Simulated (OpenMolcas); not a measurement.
# Ru³⁺ among point charges: CASSCF and CASPT2 levels and susceptibility, part 2 of 2

Aim: the splitting of the states of Ru³⁺ in the field of 4 point charges, its lowest levels with spin-orbit coupling and its magnetic susceptibility.

OpenMolcas 26.06; ANO-RCC-VDZP, DKH2, active space 5 electrons in 5 orbitals (4d), orbitals: per spin and parity. Surroundings: 4 point charges of -1.62 e arranged as a tetrahedron (Td), 1.78 Å from the ion. The steps go on from the part before.

**7. CASPT2: IPEA 0.25, imaginary shift 0.1 (closed shells correlated: 4s 4p)**

The input, a.inp:

```
>>> COPY JOB001 $Project.JobIph
&CASPT2
Multistate=1 1
Frozen=14
IPEA=0.25
Imaginary=0.1
MaxIter=60
WThr=0.0 0.3 0.05
PrWF=0.5
NoMix
>>> COPY JOB002 $Project.JobIph
&CASPT2
Multistate=24 1 2 3 4 5 6 7 8 9 10 11 12 13 14 15 16 17 18 19 20 21 22
23 24
NoMult
Frozen=14
IPEA=0.25
Imaginary=0.1
MaxIter=60
WThr=0.0 0.3 0.05
PrWF=0.5
NoMix
>>> COPY JOB003 $Project.JobIph
&CASPT2
Multistate=75 1 2 3 4 5 6 7 8 9 10 11 12 13 14 15 16 17 18 19 20 21 22
23 24 25 26 27 28 29 30 31 32 33 34 35 36 37 38 39 40 41 42 43 44 45 46
47 48 49 50 51 52 53 54 55 56 57 58 59 60 61 62 63 64 65 66 67 68 69 70
71 72 73 74 75
NoMult
Frozen=14
IPEA=0.25
Imaginary=0.1
MaxIter=60
WThr=0.0 0.3 0.05
PrWF=0.5
NoMix
```

The log of the run:

```text
Orbital specifications:
      -----------------------

      Symmetry species                           1
                                                 a
      Frozen orbitals                           14
      Inactive orbitals                          4
      Active orbitals                            5
      Secondary orbitals                        20
      Deleted orbitals                           0
      Number of basis functions                 43
Type of calculation                        SS-CASPT2
      Fock operator                              state-specific
      IPEA shift                                 0.25
      Real shift                                 0.00
      Imaginary shift                            0.10
      The input orbitals will be transformed to quasi-canonical
Reference energy:       -4531.3955660233
      E2 (Non-variational):      -0.2502811101
      Shift correction:          -0.0001371707
      E2 (Variational):          -0.2504182809
      Total energy:           -4531.6459843041
      Residual norm:              0.0000002558
      Reference weight:           0.94751
      Contributions to the CASPT2 correlation energy
      Active & Virtual Only:         -0.0554812082
      One Inactive Excited:          -0.1245742948
      Two Inactive Excited:          -0.0702256071
::    CASPT2 Root  1     Total energy:  -4531.64598430
Orbital specifications:
      -----------------------

      Symmetry species                           1
                                                 a
      Frozen orbitals                           14
      Inactive orbitals                          4
      Active orbitals                            5
      Secondary orbitals                        20
      Deleted orbitals                           0
      Number of basis functions                 43
Type of calculation                        SS-CASPT2
      Fock operator                              state-specific
      IPEA shift                                 0.25
      Real shift                                 0.00
      Imaginary shift                            0.10
      The input orbitals will be transformed to quasi-canonical
Reference energy:       -4531.2860223371
      E2 (Non-variational):      -0.2587105875
      Shift correction:          -0.0001663745
      E2 (Variational):          -0.2588769620
      Total energy:           -4531.5448992991
      Residual norm:              0.0000009055
      Reference weight:           0.94510
      Contributions to the CASPT2 correlation energy
      Active & Virtual Only:         -0.0600346585
      One Inactive Excited:          -0.1260625449
      Two Inactive Excited:          -0.0726133840
Reference energy:       -4531.2860223371
      E2 (Non-variational):      -0.2586693714
      Shift correction:          -0.0001661199
      E2 (Variational):          -0.2588354913
      Total energy:           -4531.5448578284
      Residual norm:              0.0000009097
      Reference weight:           0.94513
      Contributions to the CASPT2 correlation energy
      Active & Virtual Only:         -0.0600138323
      One Inactive Excited:          -0.1260516412
      Two Inactive Excited:          -0.0726038978
::    CASPT2 Root  1     Total energy:  -4531.54489930
::    CASPT2 Root  2     Total energy:  -4531.54485783
::    CASPT2 Root  3     Total energy:  -4531.54497758
::    CASPT2 Root  4     Total energy:  -4531.53839791
::    CASPT2 Root  5     Total energy:  -4531.53856685
::    CASPT2 Root  6     Total energy:  -4531.53840819
::    CASPT2 Root  7     Total energy:  -4531.53490965
::    CASPT2 Root  8     Total energy:  -4531.53519642
::    CASPT2 Root  9     Total energy:  -4531.53519510
::    CASPT2 Root 10     Total energy:  -4531.51925808
::    CASPT2 Root 11     Total energy:  -4531.51927310
::    CASPT2 Root 12     Total energy:  -4531.51928188
::    CASPT2 Root 13     Total energy:  -4531.51465105
::    CASPT2 Root 14     Total energy:  -4531.51463451
::    CASPT2 Root 15     Total energy:  -4531.50653686
::    CASPT2 Root 16     Total energy:  -4531.50663199
::    CASPT2 Root 17     Total energy:  -4531.50665087
::    CASPT2 Root 18     Total energy:  -4531.46812966
::    CASPT2 Root 19     Total energy:  -4531.46581108
::    CASPT2 Root 20     Total energy:  -4531.46587346
::    CASPT2 Root 21     Total energy:  -4531.46560359
::    CASPT2 Root 22     Total energy:  -4531.45838447
::    CASPT2 Root 23     Total energy:  -4531.45836054
::    CASPT2 Root 24     Total energy:  -4531.45847865
Orbital specifications:
      -----------------------

      Symmetry species                           1
                                                 a
      Frozen orbitals                           14
      Inactive orbitals                          4
      Active orbitals                            5
      Secondary orbitals                        20
      Deleted orbitals                           0
      Number of basis functions                 43
Type of calculation                        SS-CASPT2
      Fock operator                              state-specific
      IPEA shift                                 0.25
      Real shift                                 0.00
      Imaginary shift                            0.10
      The input orbitals will be transformed to quasi-canonical
Reference energy:       -4531.2409462886
      E2 (Non-variational):      -0.2588805992
      Shift correction:          -0.0001506062
      E2 (Variational):          -0.2590312054
      Total energy:           -4531.4999774941
      Residual norm:              0.0000001369
      Reference weight:           0.94606
      Contributions to the CASPT2 correlation energy
      Active & Virtual Only:         -0.0582732815
      One Inactive Excited:          -0.1298971504
      Two Inactive Excited:          -0.0707101674
Reference energy:       -4531.2409462886
      E2 (Non-variational):      -0.2588783539
      Shift correction:          -0.0001505850
      E2 (Variational):          -0.2590289389
      Total energy:           -4531.4999752275
      Residual norm:              0.0000001367
      Reference weight:           0.94606
      Contributions to the CASPT2 correlation energy
      Active & Virtual Only:         -0.0582721216
      One Inactive Excited:          -0.1298965018
      Two Inactive Excited:          -0.0707097305
::    CASPT2 Root  1     Total energy:  -4531.49997749
::    CASPT2 Root  2     Total energy:  -4531.49997523
::    CASPT2 Root  3     Total energy:  -4531.50043892
::    CASPT2 Root  4     Total energy:  -4531.49437574
::    CASPT2 Root  5     Total energy:  -4531.49135140
::    CASPT2 Root  6     Total energy:  -4531.49183487
::    CASPT2 Root  7     Total energy:  -4531.49183859
::    CASPT2 Root  8     Total energy:  -4531.48974578
::    CASPT2 Root  9     Total energy:  -4531.48890805
::    CASPT2 Root 10     Total energy:  -4531.48895212
::    CASPT2 Root 11     Total energy:  -4531.48650899
::    CASPT2 Root 12     Total energy:  -4531.48656240
::    CASPT2 Root 13     Total energy:  -4531.48363255
::    CASPT2 Root 14     Total energy:  -4531.47955047
::    CASPT2 Root 15     Total energy:  -4531.47953722
::    CASPT2 Root 16     Total energy:  -4531.48013346
::    CASPT2 Root 17     Total energy:  -4531.47557675
::    CASPT2 Root 18     Total energy:  -4531.47539809
::    CASPT2 Root 19     Total energy:  -4531.46864461
::    CASPT2 Root 20     Total energy:  -4531.46861979
::    CASPT2 Root 21     Total energy:  -4531.46864274
::    CASPT2 Root 22     Total energy:  -4531.46138337
::    CASPT2 Root 23     Total energy:  -4531.46138767
::    CASPT2 Root 24     Total energy:  -4531.46123908
::    CASPT2 Root 25     Total energy:  -4531.45750126
::    CASPT2 Root 26     Total energy:  -4531.45393142
::    CASPT2 Root 27     Total energy:  -4531.45392971
::    CASPT2 Root 28     Total energy:  -4531.45453568
::    CASPT2 Root 29     Total energy:  -4531.45301199
::    CASPT2 Root 30     Total energy:  -4531.45286067
```

This run: 10 s of run time, 1 thread of Arm Neoverse V1, shared host.

SS-CASPT2: lowest energy less the reference's lowest, -0.2504 hartree; reference weights 0.932 to 0.948.

Spin-free states, with their symmetry labels:

| state | degeneracy | E (cm-1) | free-ion L (%) |
| --- | --- | --- | --- |
| 6A1 | 1 | 0 | S (100) |
| 4T1 | 3 | 22183 | G (74) |
| 4T2 | 3 | 23599 | G (96) |
| 4E | 2 | 24315 | G (100) |
| 4A1 | 1 | 24378 | G (100) |
| 4T2 | 3 | 27810 | D (93) |
| 4E | 2 | 28826 | D (100) |
| 4T1 | 3 | 30590 | P (74) |
| 2T2 | 3 | 32011 | I (59) |
| 2A2 | 1 | 33274 | I (77) |
| 2T1 | 3 | 33867 | I (83) |
| 2T2 | 3 | 34410 | I (85) |
| 2E | 2 | 34995 | I (90) |
| 2A1 | 1 | 35632 | I (100) |
| 2T2 | 3 | 36486 | D (46) |
| 2E | 2 | 37420 | D (70) |
| 2T1 | 3 | 38924 | F (65) |
| 4A2 | 1 | 39035 | F (100) |
| 4T1 | 3 | 39554 | F (98) |
| 2T2 | 3 | 40525 | G (39) |
| 4T2 | 3 | 41168 | F (91) |
| 2A2 | 1 | 41367 | F (78) |
| 2T1 | 3 | 42107 | H (75) |
| 2E | 2 | 42369 | G (63) |

With spin-orbit coupling:

```json
{"E (cm-1)": "0", "Degeneracy": "2", "Label": "Γ7", "2S+1": "6", "g": "3.33 3.33 3.33"}
{"E (cm-1)": "0", "Degeneracy": "4", "Label": "Γ8", "2S+1": "6", "g": ""}
{"E (cm-1)": "21880", "Degeneracy": "4", "Label": "Γ8", "2S+1": "4", "g": ""}
{"E (cm-1)": "22040", "Degeneracy": "2", "Label": "Γ7", "2S+1": "4", "g": "2.48 2.48 2.48"}
{"E (cm-1)": "22070", "Degeneracy": "2", "Label": "Γ6", "2S+1": "4", "g": "2.66 2.66 2.66"}
{"E (cm-1)": "22130", "Degeneracy": "4", "Label": "Γ8", "2S+1": "4", "g": ""}
{"E (cm-1)": "23430", "Degeneracy": "2", "Label": "Γ6", "2S+1": "4", "g": "2.67 2.67 2.67"}
{"E (cm-1)": "23460", "Degeneracy": "4", "Label": "Γ8", "2S+1": "4", "g": ""}
{"E (cm-1)": "23640", "Degeneracy": "4", "Label": "Γ8", "2S+1": "4", "g": ""}
{"E (cm-1)": "23720", "Degeneracy": "2", "Label": "Γ7", "2S+1": "4", "g": "0.74 0.74 0.74"}
{"E (cm-1)": "24290", "Degeneracy": "4", "Label": "Γ8", "2S+1": "4", "g": ""}
{"E (cm-1)": "24290", "Degeneracy": "2", "Label": "Γ7", "2S+1": "4", "g": "0.89 0.89 0.89"}
{"E (cm-1)": "24340", "Degeneracy": "2", "Label": "Γ6", "2S+1": "4", "g": "2.60 2.60 2.60"}
{"E (cm-1)": "24420", "Degeneracy": "4", "Label": "Γ8", "2S+1": "4", "g": ""}
{"E (cm-1)": "26930", "Degeneracy": "2", "Label": "Γ7", "2S+1": "4", "g": "2.91 2.91 2.91"}
{"E (cm-1)": "27260", "Degeneracy": "4", "Label": "Γ8", "2S+1": "4", "g": ""}
{"E (cm-1)": "27660", "Degeneracy": "4", "Label": "Γ8", "2S+1": "4", "g": ""}
{"E (cm-1)": "28110", "Degeneracy": "2", "Label": "Γ7", "2S+1": "4", "g": "1.05 1.05 1.05"}
{"E (cm-1)": "28140", "Degeneracy": "2", "Label": "Γ6", "2S+1": "4", "g": "0.41 0.41 0.41"}
{"E (cm-1)": "28600", "Degeneracy": "4", "Label": "Γ8", "2S+1": "4", "g": ""}
{"E (cm-1)": "28920", "Degeneracy": "2", "Label": "Γ6", "2S+1": "4", "g": "2.78 2.78 2.78"}
{"E (cm-1)": "30760", "Degeneracy": "2", "Label": "Γ6", "2S+1": "4", "g": "2.52 2.52 2.52"}
{"E (cm-1)": "30980", "Degeneracy": "4", "Label": "Γ8", "2S+1": "4", "g": ""}
{"E (cm-1)": "31160", "Degeneracy": "4", "Label": "Γ8", "2S+1": "4", "g": ""}
```

Powder χT (cm³ K/mol): 4.37 at 2 K, 4.37 at 5 K, 4.37 at 10 K, 4.37 at 20 K, 4.37 at 50 K, 4.37 at 100 K, 4.37 at 150 K, 4.37 at 200 K, 4.37 at 250 K, 4.37 at 300 K.

A ligand-field fit to the states below 45000 cm-1 gives 10Dq = -4018 cm-1, B = 710 cm-1 and C = 3357 cm-1 (C/B = 4.73), with a deviation of 466 cm-1.

**8. The methods side by side**

A. CASSCF
B. SS-CASPT2, IPEA 0.25, imaginary shift 0.1 (closed shells correlated: 4s 4p)

| method | ground state | first gap with spin-orbit (cm-1) | χT at 300 K |
| --- | --- | --- | --- |
| A | 6A1 | 0.1 | 4.37 |
| B | 6A1 | 0.1 | 4.37 |

**9. Outcome**

The summary covers parts 1 to 2.

```
                 quantity                                                                        value
                   method  SS-CASPT2, IPEA 0.25, imaginary shift 0.1 (closed shells correlated: 4s 4p)
   spin-free ground state                                              6A1, 1-fold in its orbital part
             lowest level                                              2-fold Γ7, g = 3.33, 3.33, 3.33
               next level                                                                     0.1 cm⁻¹
              χT at 300 K                                                               4.37 cm³ K/mol
effective moment at 300 K                                                                      5.91 μB
```

Cost by method:

| method | time of its own steps | time with the reference |
| --- | --- | --- |
| A. CASSCF | 25 s | 25 s |
| B. SS-CASPT2, IPEA 0.25, imaginary shift 0.1, +4s 4p | 10 s | 35 s |

Times are of one thread on a shared host.

In words: The spin-free ground state (6A1) comes to 100 % from free-ion S terms and keeps the highest spin of the shell. χT at 300 K is 4.37, against 4.39 cm³ K/mol for the spin alone, as a half-filled shell (L = 0) has no orbital moment. An active space of the d shell alone favours high spin; real ions in strong fields can be low spin. A ligand-field fit to the states below 45000 cm-1 gives 10Dq = -4018 cm-1, B = 710 cm-1 and C = 3357 cm-1 (C/B = 4.73), with a deviation of 466 cm-1. CASPT2 does not keep the components of a term degenerate, and the means are used. The field of point charges can differ much from that of real complexes. This is an electrostatic model: the charges have no orbitals.
